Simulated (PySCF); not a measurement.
# The bond of BiF−, level by level

The task here is to estimate one member of a computed series from the others.

Computed with PySCF 2.14.0. Level: Bi aug-cc-pVDZ-PP with ECP60, F aug-cc-pVDZ, scalar-relativistic core potentials.

2 further runs of the same task are left out: 2 that didn't finish.

The first run:

The job is set up so:

```json
{
 "atoms": "Bi, F",
 "charge": "-1",
 "basis": "Bi aug-cc-pVDZ-PP with ECP60, F aug-cc-pVDZ",
 "Hamiltonian": "scalar-relativistic core potentials",
 "basis functions": "55",
 "electrons treated": "33",
 "masses in u": "208.9804, 18.9984",
 "levels": "PBE0, PBE, r²SCAN, B2PLYP, PW91, HSE06, HF, MP2, SCS-MP2",
 "grid": "80 radial by 434 angular points",
 "occupations": "held fixed by the projection of orbital angular momentum",
 "dissociation limit": "Bi + F−, each in its ground configuration",
 "starting distance in angstrom": "2.175",
 "values of 2S to try": "1, 3"
}
```

Launch:

```sh
> OMP_NUM_THREADS=1 python dia.py task.json out
```

Among the steps run: Set-up; First curve: PBE0; Other states along the same grid; PBE (GGA); r²SCAN (meta-GGA); B2PLYP (double hybrid); PW91; HSE06; UHF.

One table of the session follows, with a row left open; its other results are not shown here.

Energy (eV) from each level's lowest point:

| R (Å) | UHF | UHF-MP2 | UHF-SCS-MP2 | PBE | PW91 |
| --- | --- | --- | --- | --- | --- |
| 1.850 | 0.836 | 0.914 | 0.936 | 1.027 | 1.019 |
| 1.936 | 0.335 | 0.386 | 0.401 | 0.465 | 0.460 |
| 2.022 | ? | ? | ? | ? | ? |
| 2.087 | 0.008 | 0.020 | 0.025 | 0.043 | 0.041 |
| 2.151 | 0.000 | 0.000 | 0.000 | 0.000 | 0.000 |
| 2.216 | 0.040 | 0.031 | 0.026 | 0.009 | 0.011 |
| 2.302 | 0.144 | 0.126 | 0.117 | 0.078 | 0.081 |
| 2.409 | 0.321 | 0.300 | 0.284 | 0.220 | 0.226 |
| 2.538 | 0.563 | 0.547 | 0.524 | 0.432 | 0.440 |
| 2.710 | 0.888 | 0.888 | 0.857 | 0.731 | 0.742 |

**Question.** Estimate the row for R (Å) = 2.022.

Worked estimate for «UHF». A straight line through the neighbours (1.936, 0.335) and (2.087, 0.008) gives 0.335 + (0.008 − 0.335) × (2.022 − 1.936) / (2.087 − 1.936) = 0.149; a parabola fitted to 4 rows on both sides gives 0.071.

As computed: UHF: 0.084; UHF-MP2: 0.111; UHF-SCS-MP2: 0.120; PBE: 0.157; PW91: 0.154. In «UHF» the line misses by +0.065 and the parabola by -0.013.

State 2 has its PBE0 minimum 0.44 eV higher. The other levels ran on the lowest alone.
